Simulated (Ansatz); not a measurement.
# H6N2OSi: the cost of one run

Method: RKS PBE0-D4/STO-3G, in Ansatz 0.2.0.

### 1 Starting point

Bond lengths: Si1–O2 1.680 Å, O2–H3 1.010 Å, Si1–N4 1.820 Å, N4–H5 1.060 Å, N4–H6 1.060 Å, Si1–N7 1.819 Å, N7–H8 1.060 Å, N7–H9 1.060 Å, Si1–H10 1.459 Å. Angles: Si1–O2–H3 109.5°, O2–Si1–N4 109.5°, O2–Si1–N7 109.5°, O2–Si1–H10 109.5°, N4–Si1–N7 109.5°, N4–Si1–H10 109.5°, N7–Si1–H10 109.5°, Si1–N4–H5 120.0°, Si1–N4–H6 120.0°, H5–N4–H6 120.0°, Si1–N7–H8 120.0°, Si1–N7–H9 120.0°, H8–N7–H9 120.0°.

Structure file:

```xyz
10

Si    0.0000    0.0000    0.0000
O     0.0000    0.0000    1.6800
H    -0.9095   -0.2814    2.0171
N     1.7163    0.0000   -0.6061
H     2.2145   -0.9180   -0.7868
H     2.2175    0.9180   -0.7783
N    -0.8572    1.4851   -0.6061
H    -1.8773    1.4300   -0.8888
H    -0.3367    2.4058   -0.6766
H    -0.6877   -1.1914   -0.4862
```

### 2 Relaxing the start

Input file input.yaml:

```yaml
crystal:
  periodic: [false, false, false]
  atoms:
    - { symbol: Si, position_ang: [0.0, 0.0, 0.0] }
    - { symbol: O, position_ang: [0.0, 0.0, 1.68] }
    - { symbol: H, position_ang: [-0.9095, -0.2814, 2.0171] }
    - { symbol: "N", position_ang: [1.7163, 0.0, -0.6061] }
    - { symbol: H, position_ang: [2.2145, -0.918, -0.7868] }
    - { symbol: H, position_ang: [2.2175, 0.918, -0.7783] }
    - { symbol: "N", position_ang: [-0.8572, 1.4851, -0.6061] }
    - { symbol: H, position_ang: [-1.8773, 1.43, -0.8888] }
    - { symbol: H, position_ang: [-0.3367, 2.4058, -0.6766] }
    - { symbol: H, position_ang: [-0.6877, -1.1914, -0.4862] }
basis:
  gaussian: { orbitals: STO-3G }
hamiltonian:
  xc: pbe0
  dispersion: d4
relax:
  f_tol: 0.02
  max_steps: 40
output:
  orbitals: {}
```

Run with:

```
$ ansatz run input.yaml --threads 1 --pin off --max-ram 2048MiB --backend cpu --events-out ev --progress --plain --runs-dir out
```

**Question.** How long does this run take on 1 thread of Intel Xeon at 2.60GHz (Ice Lake), shared host, and how much memory does it need?

About 28 s, with a peak of 0.14 GiB.
